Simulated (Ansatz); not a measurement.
# H3CCl: the cost of one run

All numbers below are computed with Ansatz 0.2.0 (DFT r2SCAN+D3(BJ), plane waves, PAW, scalar-relativistic, no spin polarisation).

**1. The starting structure**

The cell holds 40 atoms (C8H24Cl8): a = 8.382 Å, b = 8.382 Å, c = 8.382 Å, α = 90.00°, β = 90.00°, γ = 90.00°.

Its coordinates follow in the input file.

**2. Preparing the start**

input.yaml

```yaml
accuracy: low
crystal:
  lattice:
    - [8.381516, 0.0, 0.0]
    - [0.0, 8.381516, 0.0]
    - [0.0, 0.0, 8.381516]
  atoms:
    - { symbol: C, position: [0.9836133, 0.911622, 0.8588373] }
    - { symbol: Cl, position: [1.0068116, 1.0301238, 0.6845205] }
    - { symbol: H, position: [1.0853827, 0.9313313, 0.9369979] }
    - { symbol: H, position: [0.8739621, 0.9463298, 0.9190578] }
    - { symbol: H, position: [0.977677, 0.7866195, 0.8242882] }
    - { symbol: C, position: [0.3881422, 0.4346359, 0.6513519] }
    - { symbol: Cl, position: [0.4278905, 0.2569183, 0.7599969] }
    - { symbol: H, position: [0.4875007, 0.5167053, 0.6670692] }
    - { symbol: H, position: [0.3744468, 0.4049957, 0.5256999] }
    - { symbol: H, position: [0.278803, 0.4880642, 0.6965721] }
    - { symbol: C, position: [0.8071324, 0.5394591, 0.9037123] }
    - { symbol: Cl, position: [0.8905479, 0.4905208, 0.7149953] }
    - { symbol: H, position: [0.7407877, 0.6505262, 0.8928952] }
    - { symbol: H, position: [0.7276985, 0.4436828, 0.9407485] }
    - { symbol: H, position: [0.9032244, 0.5533184, 0.9899025] }
    - { symbol: C, position: [0.2313177, 0.9450685, 0.3045878] }
    - { symbol: Cl, position: [0.3987953, 1.0715783, 0.2743601] }
    - { symbol: H, position: [0.1263797, 1.0009557, 0.2524421] }
    - { symbol: H, position: [0.2539501, 0.8308264, 0.2472205] }
    - { symbol: H, position: [0.2138651, 0.928068, 0.4321061] }
    - { symbol: C, position: [0.6799225, 0.6015024, 0.3546285] }
    - { symbol: Cl, position: [0.4767188, 0.6614063, 0.3453023] }
    - { symbol: H, position: [0.7114741, 0.5421925, 0.2435368] }
    - { symbol: H, position: [0.7541029, 0.7067107, 0.3714509] }
    - { symbol: H, position: [0.6952288, 0.5199222, 0.4544529] }
    - { symbol: C, position: [0.7092319, 0.2477651, 0.209962] }
    - { symbol: Cl, position: [0.762014, 0.1214687, 0.3719203] }
    - { symbol: H, position: [0.6216512, 0.3343985, 0.250935] }
    - { symbol: H, position: [0.8157382, 0.3088235, 0.1677388] }
    - { symbol: H, position: [0.6588668, 0.1753016, 0.1147416] }
    - { symbol: C, position: [0.5360854, 0.8714741, 0.8185095] }
    - { symbol: Cl, position: [0.3340726, 0.8668555, 0.7541922] }
    - { symbol: H, position: [0.5414248, 0.9248829, 0.9367191] }
    - { symbol: H, position: [0.5817809, 0.7500232, 0.8225223] }
    - { symbol: H, position: [0.6053793, 0.9422673, 0.7345977] }
    - { symbol: C, position: [0.1276107, 0.4344753, 0.1955443] }
    - { symbol: Cl, position: [0.1398213, 0.3212038, 0.3743952] }
    - { symbol: H, position: [0.1010942, 0.5579498, 0.2256346] }
    - { symbol: H, position: [0.2413406, 0.4273418, 0.1333418] }
    - { symbol: H, position: [0.033124, 0.3856043, 0.1211237] }
basis:
  ecutwfc: 500.0
kpoints:
  mp_grid: { grid: [1, 1, 1] }
hamiltonian:
  xc: r2scan
  dispersion: d3bj
scf:
  occupations: { method: fermi_dirac, width: 0.02 }
  lower_state_search: "off"
relax:
  f_tol: 0.3
  max_steps: 15
  adjacent_minimum: "off"
```

The run is started by

```bash
ansatz run input.yaml --threads 2 --pin off --max-ram 5120MiB --backend cpu --events-out ev --progress --plain --runs-dir out
```

What time and memory should one allow on 2 threads of AMD EPYC 7B13 (Zen 3), shared host?

About 94 s, with a peak of 1 GiB.
